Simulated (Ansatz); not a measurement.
**C4H8Ge: one species, many methods**

One table from this session's results is given with a row withheld; the runs are named, their logs left out.

Method: functionals in def2-TZVPP, the program's frozen cores in correlated methods; program: Ansatz 0.2.0, Gaussian basis.

Plan: PBE-D4, r2SCAN-D4, PBE0-D4, B3LYP-D4, ωB97X-V, ωB97M-V, B2PLYP; CCSD(T)/def2-TZVPP; MP2/def2-QZVPP; extrapolation to the limit.

### The relaxed structure

The geometry comes from an earlier relaxation with PBE0-D4 in a triple-zeta def2 set; it is a stationary point, not always the lowest conformer.

13 atoms, charge 0, spin multiplicity 1.

Atoms are counted from 1 here; the program's logs count them from 0.

Bond lengths: C1–C2 1.319 Å, C1–H6 1.089 Å, C1–H7 1.085 Å, C2–C3 1.498 Å, C2–Ge4 1.909 Å, C3–Ge4 1.968 Å, C3–H8 1.088 Å, C3–H9 1.089 Å, Ge4–C5 1.943 Å, Ge4–H10 1.530 Å, C5–H11 1.090 Å, C5–H12 1.090 Å, C5–H13 1.090 Å. Angles: C2–C1–H6 121.4°, C2–C1–H7 121.7°, H6–C1–H7 116.9°, C1–C2–C3 137.2°, C1–C2–Ge4 153.5°, C3–C2–Ge4 69.3°, C2–C3–Ge4 65.2°, C2–C3–H8 116.9°, C2–C3–H9 117.1°, Ge4–C3–H8 118.4°, Ge4–C3–H9 118.7°, H8–C3–H9 112.8°, C2–Ge4–C3 45.4°, C2–Ge4–C5 120.1°, C2–Ge4–H10 118.5°, C3–Ge4–C5 119.3°, C3–Ge4–H10 117.1°, C5–Ge4–H10 117.1° and more.

The first run:

in.yaml

```yaml
crystal:
  periodic: [false, false, false]
  atoms:
    - {symbol: C, position_ang: [-1.209806, 1.806130, 0.895867]}
    - {symbol: C, position_ang: [-0.311416, 0.869017, 0.663627]}
    - {symbol: C, position_ang: [0.339627, -0.242504, 1.428334]}
    - {symbol: Ge, position_ang: [0.897703, -0.098889, -0.453035]}
    - {symbol: C, position_ang: [0.218002, -1.379676, -1.746550]}
    - {symbol: H, position_ang: [-1.676859, 1.913905, 1.873989]}
    - {symbol: H, position_ang: [-1.517155, 2.505553, 0.125536]}
    - {symbol: H, position_ang: [1.050215, 0.041779, 2.201975]}
    - {symbol: H, position_ang: [-0.293646, -1.077316, 1.724138]}
    - {symbol: H, position_ang: [2.277945, 0.501593, -0.726147]}
    - {symbol: H, position_ang: [0.107358, -0.911509, -2.725005]}
    - {symbol: H, position_ang: [-0.757433, -1.733655, -1.412801]}
    - {symbol: H, position_ang: [0.895865, -2.229129, -1.835127]}
basis:
  gaussian: {orbitals: def2-TZVPP}
hamiltonian: {xc: pbe, dispersion: d4}
output: {forces: true, orbitals: {seedname: orbitals}}
```

Command:

```console
$ ansatz run in.yaml --threads 2 --pin off --events-out ev --progress --plain --max-ram 22528MiB --backend cuda --devices 0, --max-vram 18GiB
```

Among the steps run: PBE-D4 (GGA); r2SCAN-D4 (meta-GGA); PBE0-D4 (hybrid); B3LYP-D4 (hybrid); ωB97X-V (range-separated); ωB97M-V (range-separated); B2PLYP (double hybrid); CCSD(T) in def2-TZVPP; MP2 in def2-QZVPP.

One of the session's tables, all rows but one given; the rest of the session is left out.

It belongs to the step «Atomisation energies». 

```
            method  atomisation energy (kcal/mol)
            PBE-D4                         1202.9
         r2SCAN-D4                         1182.7
           PBE0-D4                         1185.8
          B3LYP-D4                         1175.6
           ωB97X-V                         1178.7
           ωB97M-V                              ?
            B2PLYP                         1165.6
     HF/def2-TZVPP                          865.3
    MP2/def2-TZVPP                         1167.6
   CCSD/def2-TZVPP                         1135.6
CCSD(T)/def2-TZVPP                         1153.8
           MP2/CBS                         1192.5
       CCSD(T)/CBS                         1178.7
```

**Question.** Estimate the row for ωB97M-V.

**Answer.** atomisation energy (kcal/mol): 1177.0. In the column «atomisation energy (kcal/mol)» it lies between B3LYP-D4 (1175.6) and ωB97X-V (1178.7).

To keep in mind: Free atoms (4 C, 1 Ge, 8 H) were run apart at each level; the atomisation energy is their sum less the molecule, without zero-point or spin-orbit terms.
